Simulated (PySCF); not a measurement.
# Br6Pd ([PdBr6]2-): the cost of one run

Programs: PySCF 2.14.0, with routines of our own; each step states its level. All values are computed. Atoms count from 0.

## Step 1: The system as given

7 atoms, charge -2, states of the metal's open shell are computed; geometry from: model start, shaken.

## Step 2: Relaxing the molecule at PBE0-D3(BJ)/def2-SVP

The job: settings as JSON, then the geometry in Å.

```
{"job": {"xc": "PBE0", "basis": "def2-SVP", "d3": "d3bj", "grid": 1, "maxiter": 45, "solvent": "water", "kind": "geom"}, "charge": -2, "metal": "Pd", "open_shell": "d6"}
Pd     0.000020     0.004480    -0.004110
Br    -0.013360    -0.006820     2.460130
Br     0.000900     0.020100    -2.482380
Br     2.465690     0.007350     0.005350
Br    -2.473420    -0.013960    -0.000440
Br     0.010430     2.454840    -0.006860
Br    -0.028520    -2.494340    -0.027630
```

Launch:

```bash
$ OMP_NUM_THREADS=1 python lf_run.py task.json out
```

This one command runs all jobs of the session in turn.

Q: Estimate the wall time and peak memory of this first job on 1 thread of Intel Xeon Platinum 8259CL at 2.50GHz, shared host.

About 27 min, with a peak of 1.7 GiB.
